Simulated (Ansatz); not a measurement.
**Alloy of Si and Ge (60 of 64 Si sites exchanged), 64 atoms**

How does this alloy cell relax, and what gap do PBEsol and HSE06 give?

Method: density functional theory in Ansatz 0.2.0, PAW datasets, plane waves.

## 1. The starting cell

64 atoms (60 Ge, 4 Si); a = 11.322 Å, b = 11.322 Å, c = 11.322 Å, α = 90.00°, β = 90.00°, γ = 90.00°. All atoms were shaken off their sites by about 0.02 Å along each axis.

The runs, in order: (2) PBEsol cell relaxation at the single k point (½, ½, ½), on 1 × NVIDIA GB300 Max-Q with 8 threads of Arm Neoverse-V2; (3) HSE06 single point at the Γ point alone, on 1 × NVIDIA GB300 Max-Q with 8 threads of Arm Neoverse-V2.

## 2. PBEsol relaxation of the cell and the positions

in.yaml

```yaml
crystal:
  lattice:
    - [11.322048, 0.000000, 0.000000]
    - [0.000000, 11.322048, 0.000000]
    - [0.000000, 0.000000, 11.322048]
  atoms:
    - { symbol: Ge, position: [0.998605, 0.003023, 0.999820] }
    - { symbol: Ge, position: [0.001199, 0.998774, 0.501608] }
    - { symbol: Ge, position: [0.001362, 0.497342, 0.997993] }
    - { symbol: Ge, position: [0.999692, 0.500064, 0.499934] }
    - { symbol: Ge, position: [0.500749, 0.998949, 0.000019] }
    - { symbol: Ge, position: [0.499036, 0.998367, 0.499339] }
    - { symbol: Ge, position: [0.499108, 0.498815, 0.001286] }
    - { symbol: Ge, position: [0.501138, 0.501603, 0.497700] }
    - { symbol: Ge, position: [0.125399, 0.125439, 0.125139] }
    - { symbol: Ge, position: [0.123666, 0.125390, 0.626178] }
    - { symbol: Ge, position: [0.125958, 0.625040, 0.121331] }
    - { symbol: Ge, position: [0.125600, 0.625824, 0.626847] }
    - { symbol: Ge, position: [0.628887, 0.126435, 0.126043] }
    - { symbol: Ge, position: [0.626030, 0.127143, 0.624124] }
    - { symbol: Ge, position: [0.622743, 0.625080, 0.121758] }
    - { symbol: Ge, position: [0.623152, 0.621023, 0.621538] }
    - { symbol: Ge, position: [0.251635, 0.251218, 0.001942] }
    - { symbol: Ge, position: [0.252156, 0.248845, 0.494499] }
    - { symbol: Ge, position: [0.251900, 0.748436, 0.997505] }
    - { symbol: Ge, position: [0.248919, 0.749493, 0.501987] }
    - { symbol: Ge, position: [0.750798, 0.250509, 0.001007] }
    - { symbol: Ge, position: [0.747175, 0.251834, 0.500474] }
    - { symbol: Ge, position: [0.751834, 0.748692, 0.001446] }
    - { symbol: Ge, position: [0.748380, 0.748331, 0.498345] }
    - { symbol: Ge, position: [0.370941, 0.375049, 0.126601] }
    - { symbol: Ge, position: [0.376376, 0.870953, 0.123586] }
    - { symbol: Ge, position: [0.373410, 0.876702, 0.626718] }
    - { symbol: Ge, position: [0.875273, 0.376741, 0.124383] }
    - { symbol: Ge, position: [0.876356, 0.376386, 0.631176] }
    - { symbol: Ge, position: [0.873613, 0.876743, 0.120872] }
    - { symbol: Ge, position: [0.875125, 0.872882, 0.624609] }
    - { symbol: Ge, position: [0.249334, 0.000186, 0.247537] }
    - { symbol: Ge, position: [0.250054, 0.999232, 0.748299] }
    - { symbol: Ge, position: [0.246766, 0.500852, 0.248446] }
    - { symbol: Ge, position: [0.252870, 0.500900, 0.752046] }
    - { symbol: Ge, position: [0.751235, 0.002774, 0.248771] }
    - { symbol: Ge, position: [0.752250, 0.000635, 0.750657] }
    - { symbol: Ge, position: [0.750111, 0.501716, 0.250231] }
    - { symbol: Ge, position: [0.753728, 0.503398, 0.747429] }
    - { symbol: Ge, position: [0.374335, 0.126946, 0.374798] }
    - { symbol: Ge, position: [0.373203, 0.124880, 0.874750] }
    - { symbol: Ge, position: [0.374981, 0.626014, 0.378491] }
    - { symbol: Ge, position: [0.376906, 0.626292, 0.878279] }
    - { symbol: Ge, position: [0.875642, 0.124487, 0.375330] }
    - { symbol: Ge, position: [0.873494, 0.625942, 0.374624] }
    - { symbol: Ge, position: [0.873207, 0.626353, 0.872417] }
    - { symbol: Ge, position: [0.001438, 0.251902, 0.751399] }
    - { symbol: Ge, position: [0.999072, 0.749299, 0.748348] }
    - { symbol: Ge, position: [0.500707, 0.250267, 0.250145] }
    - { symbol: Ge, position: [0.500875, 0.249284, 0.748456] }
    - { symbol: Ge, position: [0.501353, 0.751987, 0.246588] }
    - { symbol: Ge, position: [0.500320, 0.747049, 0.751049] }
    - { symbol: Ge, position: [0.127954, 0.376494, 0.377171] }
    - { symbol: Ge, position: [0.126471, 0.374000, 0.875775] }
    - { symbol: Ge, position: [0.126483, 0.874548, 0.373351] }
    - { symbol: Ge, position: [0.127140, 0.873804, 0.874837] }
    - { symbol: Ge, position: [0.625125, 0.372802, 0.376338] }
    - { symbol: Ge, position: [0.622333, 0.374587, 0.873330] }
    - { symbol: Ge, position: [0.624319, 0.873076, 0.372905] }
    - { symbol: Ge, position: [0.628557, 0.876178, 0.875129] }
    - { symbol: Si, position: [0.376653, 0.373399, 0.627375] }
    - { symbol: Si, position: [0.874063, 0.126069, 0.873943] }
    - { symbol: Si, position: [0.997331, 0.249559, 0.247269] }
    - { symbol: Si, position: [0.999676, 0.748989, 0.248697] }
kpoints:
  mp_grid: { grid: [1, 1, 1], shift: [0.5, 0.5, 0.5] }
hamiltonian:
  xc: pbesol
scf:
  occupations: { method: fermi_dirac, width: 0.01 }
relax:
  f_tol: 0.03
  max_steps: 80
  escape_saddle: false
  adjacent_minimum: "off"
  cell: { fix: [shape] }
output:
  forces: true
  eigenvalues: true
  populations: true
```

Launch:

```sh
$ ansatz run in.yaml --threads 8 --pin off --max-ram 118750MiB --runs-dir r --events-out ev --progress --plain --backend cuda --devices 0,
```

After this run come: Single point with HSE06.

What does the calculation give? Wanted: for each run, top filled to lowest empty.

**Answer**, as computed:

```
             level        time   k points  top filled to lowest empty (eV)
PBEsol, relaxation  13 s (GPU)  (½, ½, ½)                             1.41
             HSE06  68 s (GPU)          Γ                             0.88
```

| quantity | value |
| --- | --- |
| relaxation | 4 recorded steps, 0.65 eV gained |
| largest shift | 0.09 Å (Ge18) |
| relaxed cell | a = 11.317 Å, b = 11.317 Å, c = 11.317 Å, α = 90.00°, β = 90.00°, γ = 90.00° |
| mean bonds | Ge–Ge 2.456, Ge–Si 2.412 Å |

**What this shows.** The relaxation lowers the energy by 0.65 eV; the largest shift is 0.09 Å (Ge18), while the volume changes by -0.1 %. The mean lengths of the listed bonds run from Ge–Si 2.41 Å to Ge–Ge 2.46 Å. The relaxation ran on other k points, so part of any difference from the later rows can come from the mesh. Spin–orbit coupling is left out, which matters for the band edges of the heavier elements here. With one k point the spacing samples only the states that fold onto it, so it can exceed the gap over the zone.
